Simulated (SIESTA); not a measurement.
Crystal: HfIn4SiO6.

```
CELL_PARAMETERS angstrom
5.27743 0.00000 0.00000
-2.63872 4.57039 0.00000
0.00000 0.00000 10.55905
ATOMIC_POSITIONS crystal
Hf 0.66667 0.33333 0.00000
In 0.00000 0.00000 0.30446
In 0.00000 0.00000 0.69554
In 0.33333 0.66667 0.78919
In 0.33333 0.66667 0.21081
Si 0.00000 0.00000 0.00000
O 0.97300 0.70496 0.89972
O 0.29504 0.02700 0.10028
O 0.29504 0.26804 0.89972
O 0.73196 0.70496 0.10028
O 0.73196 0.02700 0.89972
O 0.97300 0.26804 0.10028
```

The cell was built by a generator and needn't be a form met in nature.

Base run:

```yaml
Program: SIESTA 5.4.2
Functional: PBEsol
Potentials_or_basis: PseudoDojo 0.4 standard (PBEsol files)
Basis: DZP (energy shift 0.003 Ry; two zetas on semicore shells)
Grid_cutoff: 800 Ry
Energy_shift: 0.003 Ry
k_mesh: 6 × 6 × 3
Occupations: fermi-dirac, width 0.05 eV
Spin: no spin polarisation
```

Its results: band gap on the k mesh none (metal or under the smearing width); pressure -1.9 GPa; largest force 0.225 eV/Å.

The run is repeated on the same cell with these changes: functional from PBEsol to LDA; potentials or basis from PseudoDojo 0.4 standard (PBEsol files) to PseudoDojo 0.4 standard (LDA files). What comes out?

Band gap on the k mesh none (metal or under the smearing width); pressure -4.6 GPa; largest force 0.481 eV/Å.

Caveats: short orbitals over semicore shells can move pressures by several GPa; the basis of atomic orbitals isn't converged, which shifts pressures, moduli and gaps.

Not every run made on this cell is shown here.
